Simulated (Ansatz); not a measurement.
**C₃H₈AlN: small, medium and large basis sets**

An exercise on one series of results from a longer session: the logs are not shown, and one member is left open.

Method: one geometry, several basis sets; program: Ansatz 0.2.0, Gaussian basis.

Plan: PBE0-D4/def2-SVP; ωB97M-V/def2-SVP; PBE0-D4/def2-QZVPP; ωB97M-V/def2-QZVPP; the functionals' def2-TZVPP values are taken from earlier runs.

**Structure used throughout**

The geometry comes from an earlier relaxation with PBE0-D4 in a triple-zeta def2 set; it is a stationary point, not always the lowest conformer.

SMILES `N/C=C/[CH2][AlH2]`, 13 atoms, charge 0, spin multiplicity 1.

Atoms are counted from 1 here; the program's logs count them from 0.

Bond lengths: N1–C2 1.375 Å, N1–H6 1.008 Å, N1–H7 1.006 Å, C2–C3 1.357 Å, C2–H8 1.087 Å, C3–C4 1.492 Å, C3–H9 1.089 Å, C4–Al5 1.966 Å, C4–H10 1.085 Å, C4–H11 1.088 Å, Al5–H12 1.588 Å, Al5–H13 1.589 Å. Angles: C2–N1–H6 116.2°, C2–N1–H7 116.0°, H6–N1–H7 112.9°, N1–C2–C3 125.8°, N1–C2–H8 114.1°, C3–C2–H8 119.6°, C2–C3–C4 124.8°, C2–C3–H9 117.3°, C4–C3–H9 117.5°, C3–C4–Al5 79.1°, C3–C4–H10 112.8°, C3–C4–H11 114.3°, Al5–C4–H10 120.7°, Al5–C4–H11 115.0°, H10–C4–H11 111.3°, C4–Al5–H12 120.7°, C4–Al5–H13 117.0°, H12–Al5–H13 122.2°.

The first run:

File in.yaml:

```yaml
crystal:
  periodic: [false, false, false]
  atoms:
    - {symbol: N, position_ang: [-1.042616, -1.022007, 1.702240]}
    - {symbol: C, position_ang: [-0.481364, -0.801112, 0.466062]}
    - {symbol: C, position_ang: [0.720284, -0.215387, 0.232411]}
    - {symbol: C, position_ang: [1.310136, 0.009854, -1.119919]}
    - {symbol: Al, position_ang: [-0.115141, 1.364472, -1.104448]}
    - {symbol: H, position_ang: [-0.660059, -0.488696, 2.466960]}
    - {symbol: H, position_ang: [-2.046972, -1.077206, 1.726990]}
    - {symbol: H, position_ang: [-1.029016, -1.251955, -0.357546]}
    - {symbol: H, position_ang: [1.240258, 0.217471, 1.085979]}
    - {symbol: H, position_ang: [2.354112, 0.303282, -1.079387]}
    - {symbol: H, position_ang: [1.157183, -0.811674, -1.817352]}
    - {symbol: H, position_ang: [0.097587, 2.757901, -0.372224]}
    - {symbol: H, position_ang: [-1.483792, 0.980355, -1.814867]}
basis:
  gaussian: {orbitals: def2-SVP}
hamiltonian: {xc: pbe0, dispersion: d4}
output: {orbitals: {seedname: orbitals}}
```

Among the steps run: PBE0-D4 in def2-SVP; ωB97M-V in def2-SVP; PBE0-D4 in def2-QZVPP; ωB97M-V in def2-QZVPP.

One of the session's tables, all rows but one given; the rest of the session is left out.

It belongs to the step «Density functionals: the series». 

```
functional       basis  HOMO (eV)  LUMO (eV)
   PBE0-D4    def2-SVP      -5.78      -0.13
   PBE0-D4  def2-TZVPP      -5.85      -0.30
   PBE0-D4  def2-QZVPP          ?          ?
   ωB97M-V    def2-SVP      -7.82       1.62
   ωB97M-V  def2-TZVPP      -7.91       1.26
   ωB97M-V  def2-QZVPP      -7.94       0.82
```

**Question.** Estimate the row for PBE0-D4, def2-QZVPP.

The run gave: HOMO (eV): -5.87; LUMO (eV): -0.42. In the column «HOMO (eV)» it lies between ωB97M-V, def2-SVP (-7.82) and PBE0-D4, def2-TZVPP (-5.85).
